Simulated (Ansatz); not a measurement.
# Li: the cost of one run

Method: DFT LDA, scalar-relativistic, in Ansatz 0.2.0.

## 1. Starting point

The structure is trigonal, space group R-3m (No. 166). Conventional cell: a = 3.101 Å, b = 3.101 Å, c = 22.765 Å, α = 90.00°, β = 90.00°, γ = 120.00°. Around Li (site symmetry -3m) lie 12 Li at 3.10 Å. Li (site symmetry 3m) has 12 Li at 3.09 to 3.10 Å as nearest neighbours.

As a file:

```
Li
1.0
     1.55050    0.89518    7.58830
    -1.55050    0.89518    7.58830
     0.00000   -1.79036    7.58830
Li
3
Cartesian
  0.0000 0.0000 0.0000
  0.0000 0.0000 5.0538
  0.0000 0.0000 17.7111
```

Atoms are numbered in the order of the input: Li1, Li2, Li3.

## 2. Volume × 0.96, LAPW

input.yaml

```yaml
crystal:
  lattice:
    - [1.5295437082, 0.8830824716, 7.4857428335]
    - [-1.5295437082, 0.8830824716, 7.4857428335]
    - [0.0, -1.7661649434, 7.4857428335]
  atoms:
    - { symbol: Li, position: [0.0, 0.0, 0.0] }
    - { symbol: Li, position: [0.222, 0.222, 0.222] }
    - { symbol: Li, position: [0.778, 0.778, 0.778] }
kpoints:
  mp_grid: { grid: [12, 12, 12] }
  band_path:
    path:
      - [0.0, 0.0, 0.0]
      - [0.5, 0.5, 0.5]
      - [0.824055609, 0.175944391, 0.5]
      - [0.5, -0.175944391, 0.175944391]
      - [0.5, 0.0, 0.0]
      - [0.0, 0.0, 0.0]
      - [0.3379721955, -0.3379721955, 0.0]
      - [0.6620278045, 0.0, 0.3379721955]
      - [0.5, 0.0, 0.5]
    npoints: 5
scf:
  occupations: { method: fermi_dirac, width: 0.08 }
hamiltonian:
  xc: lda
  pseudopotentials: { kind: all_electron, lapw: { basis_error: 0.001 } }
output:
  forces: true
  stress: true
  eigenvalues: true
```

Started as:

```
ansatz run input.yaml --threads 1 --pin off --max-ram 4096MiB --backend cpu --events-out ev --progress --plain --runs-dir out
```

**Question.** How long does this run take on 1 thread of Arm Neoverse V1, shared host, and how much memory does it need?

About 7.3 s, with a peak of 0.25 GiB.
